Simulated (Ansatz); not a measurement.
**BF3 (boron trifluoride): B2PLYP/aug-cc-pVDZ**

Aim: the vertical electron affinity of BF3 (boron trifluoride) at B2PLYP/aug-cc-pVDZ, from 2 runs. 

The results are computed with Ansatz 0.2.0.

37 further runs of the same task are left out: 1 that didn't finish, 36 set aside as unsound or not needed.

## 1. The structure to begin with

The species is BF3 (4 atoms), meant as a singlet with charge 0. SMILES: `FB(F)F`. Geometry: relaxed at PBE0-D4/def2-TZVP.

Bond lengths: F1–B2 1.311 Å, B2–F3 1.311 Å, B2–F4 1.311 Å. Angles: F1–B2–F3 120.0°, F1–B2–F4 120.0°, F3–B2–F4 120.0°.

## 2. The energy at B2PLYP/aug-cc-pVDZ

Contents of input.yaml:

```yaml
crystal:
  periodic: [false, false, false]
  atoms:
    - {symbol: F, position_ang: [0.543870, 0.210740, 1.174280]}
    - {symbol: B, position_ang: [0.000020, -0.000000, 0.000010]}
    - {symbol: F, position_ang: [-0.265170, -1.223510, -0.389620]}
    - {symbol: F, position_ang: [-0.278730, 1.012770, -0.784660]}
basis:
  gaussian:
    orbitals: aug-cc-pVDZ
magnetization:
  spin_polarized: false
hamiltonian:
  xc: {name: B2PLYP}
correlation:
  frozen_orbitals: {B: 1, F: 1}
accuracy: high
output: {orbitals: {seedname: orbitals}}
```

Command:

```sh
$ ansatz run input.yaml --threads 1 --pin off --max-ram 3480MiB --events-out events.jsonl --progress --plain --runs-dir runs
```

Log:

```text
Warning: RAYON_NUM_THREADS=1 ignored (pool sized by the plan → 1); use --threads N
Functional definition: B2PLYP
  name "B2PLYP"
  parameter a = 0.53
  parameter c = 0.27
  exchange = (1 - a)*b88_x + a*exact_x
  correlation = (1 - c)*lyp_c + c*(mp2_os + mp2_ss)
1815 factors; integrals over basis functions are off by at most 3.4e-9 eV
mean field evaluation 1: about -8818.0976 eV, gradient 4.2e1 eV
mean field evaluation 2: about -8818.0979 eV, gradient 4.2e1 eV
mean field evaluation 4: about -8820.6262 eV, gradient 7.9e-1 eV
mean field evaluation 8: about -8820.6280 eV, gradient 2.3e-3 eV
mean field evaluation 16: about -8820.6280 eV, gradient 4.6e-8 eV
mean field -8820.62795422 eV, -324.1520984812 hartree, gradient 4.6e-8 eV, S^2 0.000000; 0 other end points of the search recorded, 0 dependent functions left out
4 core orbitals not correlated: weight in the atoms' cores, before any rotation towards them, 1.000 or more for the frozen orbitals, at most 0.000 for the correlated occupied ones
reference -8820.62797984 eV, -324.1520994228 hartree; 12, 12 occupied and 76, 76 virtual orbitals, 1815 factors
second order -22.16040363 eV of doubles, -0.00000000 eV of singles
Total energy: -8826.61128882 eV, -324.3719819722 hartree
```

It took 6 s on 1 thread of Arm Neoverse V2, shared host; peak memory 0.26 GiB.

## 3. The doublet anion

Contents of run.yaml:

```yaml
crystal:
  periodic: [false, false, false]
  atoms:
    - symbol: F
      position_ang: [0.543870, 0.210740, 1.174280]
    - symbol: B
      position_ang: [0.000020, -0.000000, 0.000010]
    - symbol: F
      position_ang: [-0.265170, -1.223510, -0.389620]
    - symbol: F
      position_ang: [-0.278730, 1.012770, -0.784660]
basis:
  gaussian: {orbitals: aug-cc-pVDZ}
total_charge: -1
magnetization: {spin_polarized: true, initial_magnetization: 1}
hamiltonian: {xc: {name: B2PLYP}}
correlation: {frozen_orbitals: {B: 1, F: 1}}
accuracy: high
output: {orbitals: {seedname: orbitals}}
```

Command:

```sh
$ ansatz run run.yaml --threads 1 --pin off --max-ram 3480MiB --events-out events.jsonl --progress --plain --runs-dir runs
```

Log, shortened:

```text
Warning: RAYON_NUM_THREADS=1 ignored (pool sized by the plan → 1); use --threads N
[... 2 set-up lines as earlier in the session ...]
[...]
1815 factors; integrals over basis functions are off by at most 3.3e-9 eV
[...]
mean field -8819.59346000 eV, -324.1140815198 hartree, gradient 7.8e-8 eV, S^2 0.750116; 14 other end points of the search recorded, 0 dependent functions left out
4 core orbitals not correlated: weight in the atoms' cores, before any rotation towards them, 1.000 or more for the frozen orbitals, at most 0.000 for the correlated occupied ones
reference -8819.59347731 eV, -324.1140821560 hartree; 13, 12 occupied and 75, 76 virtual orbitals, 1815 factors
second order -22.56208446 eV of doubles, -0.00000000 eV of singles
Total energy: -8825.68524012 eV, -324.3379503099 hartree
```

It took 64 s on 1 thread of Arm Neoverse V2, shared host; peak memory 0.43 GiB.

## 4. Outcome

At B2PLYP/aug-cc-pVDZ, 4 core orbitals frozen:

| quantity | value |
| --- | --- |
| singlet BF3: total energy | -324.37198 Eh |
| singlet BF3: HOMO energy (SCF part's orbitals) | -14.49 eV |
| singlet BF3: LUMO energy (SCF part's orbitals) | 0.34 eV |
| singlet BF3: HOMO–LUMO gap (SCF part's orbitals) | 14.83 eV |
| doublet anion: total energy | -324.33795 Eh |
| doublet anion: HOMO energy (SCF part's orbitals) (highest over α and β) | 1.79 eV |
| doublet anion: LUMO energy (SCF part's orbitals) (lowest over α and β) | 3.55 eV |
| doublet anion: ⟨S²⟩ | 0.750 |
| vertical electron affinity (to the doublet anion) | -0.926 eV |

In words: The anion lies 0.93 eV (89.4 kJ/mol) above the neutral: the electron isn't bound at this level, and such a value depends on the basis. The HOMO (doublet anion) lies at positive energy, 1.79 eV; only total energies tell whether the electron is bound.
